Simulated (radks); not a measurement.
# Ionising dysprosium step by step, Dy²²⁺ to Dy⁴³⁺

How much does each further electron of dysprosium cost? Each ion is computed in its NIST ground configuration. Each value is a difference of total energies (Δ-SCF).

Method: Dirac Kohn-Sham, PBE, spin-unpolarised, spherical densities, point nucleus; open shells are shared between the two j in proportion to 2j + 1. Code: radks (a radial shooting solver on a logarithmic mesh, Libxc functionals) version 1.

## (1) The atom as given

- element: dysprosium (Z = 66)
- charges: 22 to 43
- first configuration: [Kr] 4d8
- last configuration: [Ar] 3d5

Outer shells as boxes (Hund's rule):

Dy²²⁺
```
[Kr] core
4d [↑↓][↑↓][↑↓][↑ ][↑ ]
```

Dy⁴³⁺
```
[Ar] core
3d [↑ ][↑ ][↑ ][↑ ][↑ ]
```

## (2) Dy²²⁺, [Kr] 4d8

The run's settings:

```text
Z 66
configuration [Kr] 4d8
relativity Dirac
functional pbe,pbe
spin unpolarised
j_filling average
nucleus point
c 137.035999084
```

## (3) Dy²³⁺, [Kr] 4d7

Settings, as their differences from step 2:

```diff
@@ -1,3 +1,3 @@
 Z 66
-configuration [Kr] 4d8
+configuration [Kr] 4d7
 relativity Dirac
```

## (4) Dy²⁴⁺, [Kr] 4d6

Settings, as their differences from step 3:

```diff
@@ -1,3 +1,3 @@
 Z 66
-configuration [Kr] 4d7
+configuration [Kr] 4d6
 relativity Dirac
```

## (5) Dy²⁵⁺, [Kr] 4d5

Settings, as their differences from step 4:

```diff
@@ -1,3 +1,3 @@
 Z 66
-configuration [Kr] 4d6
+configuration [Kr] 4d5 5s0 5p0
 relativity Dirac
```

## (6) Dy²⁶⁺, [Kr] 4d4

Settings, as their differences from step 5:

```diff
@@ -1,3 +1,3 @@
 Z 66
-configuration [Kr] 4d5 5s0 5p0
+configuration [Kr] 4d4
 relativity Dirac
```

## (7) Dy²⁷⁺, [Kr] 4d3

Settings, as their differences from step 6:

```diff
@@ -1,3 +1,3 @@
 Z 66
-configuration [Kr] 4d4
+configuration [Kr] 4d3
 relativity Dirac
```

## (8) Dy²⁸⁺, [Kr] 4d2

Settings, as their differences from step 7:

```diff
@@ -1,3 +1,3 @@
 Z 66
-configuration [Kr] 4d3
+configuration [Kr] 4d2
 relativity Dirac
```

## (9) Dy²⁹⁺, [Kr] 4d1

Settings, as their differences from step 8:

```diff
@@ -1,3 +1,3 @@
 Z 66
-configuration [Kr] 4d2
+configuration [Kr] 4d1
 relativity Dirac
```

## (10) Dy³⁰⁺, [Kr]

Settings, as their differences from step 9:

```diff
@@ -1,3 +1,3 @@
 Z 66
-configuration [Kr] 4d1
+configuration [Kr]
 relativity Dirac
```

## (11) Dy³¹⁺, [Ar] 3d10 4s2 4p5

Settings, as their differences from step 10:

```diff
@@ -1,3 +1,3 @@
 Z 66
-configuration [Kr]
+configuration [Ar] 3d10 4s2 4p5
 relativity Dirac
```

## (12) Dy³²⁺, [Ar] 3d10 4s2 4p4

Settings, as their differences from step 11:

```diff
@@ -1,3 +1,3 @@
 Z 66
-configuration [Ar] 3d10 4s2 4p5
+configuration [Ar] 3d10 4s2 4p4
 relativity Dirac
```

## (13) Dy³³⁺, [Ar] 3d10 4s2 4p3

Settings, as their differences from step 12:

```diff
@@ -1,3 +1,3 @@
 Z 66
-configuration [Ar] 3d10 4s2 4p4
+configuration [Ar] 3d10 4s2 4p3
 relativity Dirac
```

## (14) Dy³⁴⁺, [Ar] 3d10 4s2 4p2

Settings, as their differences from step 13:

```diff
@@ -1,3 +1,3 @@
 Z 66
-configuration [Ar] 3d10 4s2 4p3
+configuration [Ar] 3d10 4s2 4p2
 relativity Dirac
```

## (15) Dy³⁵⁺, [Ar] 3d10 4s2 4p1

Settings, as their differences from step 14:

```diff
@@ -1,3 +1,3 @@
 Z 66
-configuration [Ar] 3d10 4s2 4p2
+configuration [Ar] 3d10 4s2 4p1 5s0 4d0
 relativity Dirac
```

## (16) Dy³⁶⁺, [Ar] 3d10 4s2

The run's settings:

```text
Z 66
configuration [Ar] 3d10 4s2
relativity Dirac
functional pbe,pbe
spin unpolarised
j_filling average
nucleus point
c 137.035999084
```

## (17) Dy³⁷⁺, [Ar] 3d10 4s1

Settings, as their differences from step 16:

```diff
@@ -1,3 +1,3 @@
 Z 66
-configuration [Ar] 3d10 4s2
+configuration [Ar] 3d10 4s1 4p0 5s0
 relativity Dirac
```

## (18) Dy³⁸⁺, [Ar] 3d10

Settings, as their differences from step 17:

```diff
@@ -1,3 +1,3 @@
 Z 66
-configuration [Ar] 3d10 4s1 4p0 5s0
+configuration [Ar] 3d10
 relativity Dirac
```

## (19) Dy³⁹⁺, [Ar] 3d9

Settings, as their differences from step 18:

```diff
@@ -1,3 +1,3 @@
 Z 66
-configuration [Ar] 3d10
+configuration [Ar] 3d9
 relativity Dirac
```

## (20) Dy⁴⁰⁺, [Ar] 3d8

Settings, as their differences from step 19:

```diff
@@ -1,3 +1,3 @@
 Z 66
-configuration [Ar] 3d9
+configuration [Ar] 3d8
 relativity Dirac
```

## (21) Dy⁴¹⁺, [Ar] 3d7

Settings, as their differences from step 20:

```diff
@@ -1,3 +1,3 @@
 Z 66
-configuration [Ar] 3d8
+configuration [Ar] 3d7
 relativity Dirac
```

## (22) Dy⁴²⁺, [Ar] 3d6

Settings, as their differences from step 21:

```diff
@@ -1,3 +1,3 @@
 Z 66
-configuration [Ar] 3d7
+configuration [Ar] 3d6 4s0 4p0
 relativity Dirac
```

## (23) Dy⁴³⁺, [Ar] 3d5

Settings, as their differences from step 22:

```diff
@@ -1,3 +1,3 @@
 Z 66
-configuration [Ar] 3d6 4s0 4p0
+configuration [Ar] 3d5
 relativity Dirac
```

What does the calculation give? Wanted: for each run, species; configuration; Δ-SCF; −ε(HOMO); NIST; error.

The runs gave:

```csv
species,configuration,Δ-SCF (eV),−ε(HOMO) (eV),NIST (eV),error (%)
Dy²²⁺,[Kr] 4d8,749.60,725.39,743 (theory),+0.9
Dy²³⁺,[Kr] 4d7,791.38,766.76,786 (theory),+0.7
Dy²⁴⁺,[Kr] 4d6,833.78,808.76,827 (theory),+0.8
Dy²⁵⁺,[Kr] 4d5,876.79,851.38,872 (theory),+0.5
Dy²⁶⁺,[Kr] 4d4,920.41,894.60,924 (theory),-0.4
Dy²⁷⁺,[Kr] 4d3,964.61,938.42,969 (theory),-0.5
Dy²⁸⁺,[Kr] 4d2,1009.4,982.81,1014 (theory),-0.5
Dy²⁹⁺,[Kr] 4d1,1054.7,1027.8,1059 (theory),-0.4
Dy³⁰⁺,[Kr],1251.3,1211.4,1232 (theory),+1.6
Dy³¹⁺,[Ar] 3d10 4s2 4p5,1297.7,1257.4,1275 (theory),+1.8
Dy³²⁺,[Ar] 3d10 4s2 4p4,1344.5,1303.7,1325 (theory),+1.5
Dy³³⁺,[Ar] 3d10 4s2 4p3,1391.6,1350.3,1371 (theory),+1.5
Dy³⁴⁺,[Ar] 3d10 4s2 4p2,1438.8,1397.2,1468 (theory),-2.0
Dy³⁵⁺,[Ar] 3d10 4s2 4p1,1486.2,1444.2,1520 (theory),-2.2
Dy³⁶⁺,[Ar] 3d10 4s2,1648.8,1624.4,1638 (theory),+0.7
Dy³⁷⁺,[Ar] 3d10 4s1,1698.0,1673.3,1691.7 (semi-emp.),+0.4
Dy³⁸⁺,[Ar] 3d10,2899.0,2828.7,2882 (theory),+0.6
Dy³⁹⁺,[Ar] 3d9,3009.4,2938.0,2987 (theory),+0.8
Dy⁴⁰⁺,[Ar] 3d8,3121.4,3048.9,3098 (theory),+0.8
Dy⁴¹⁺,[Ar] 3d7,3234.8,3161.2,3217 (theory),+0.6
Dy⁴²⁺,[Ar] 3d6,3349.6,3275.0,3331 (theory),+0.6
```

What this shows: Reference values: NIST Atomic Spectra Database (exp. measured, semi-emp. semi-empirical, theory a theoretical value adopted there). Per unit of the charge left behind, the cost jumps most at Dy³⁸⁺ ([Ar] 3d10): from 1698.0 to 2899.0 eV. There the highest level belongs to another shell. Minus the highest eigenvalue gives 97 to 99 % of the Δ-SCF value along the ladder. Spin polarisation and multiplet splitting are left out, so open shells lie too high by an amount that depends on their filling. Sharing an open shell by 2j + 1 raises it above the true ground level by a part of the spin-orbit splitting, which enters the differences from NIST.
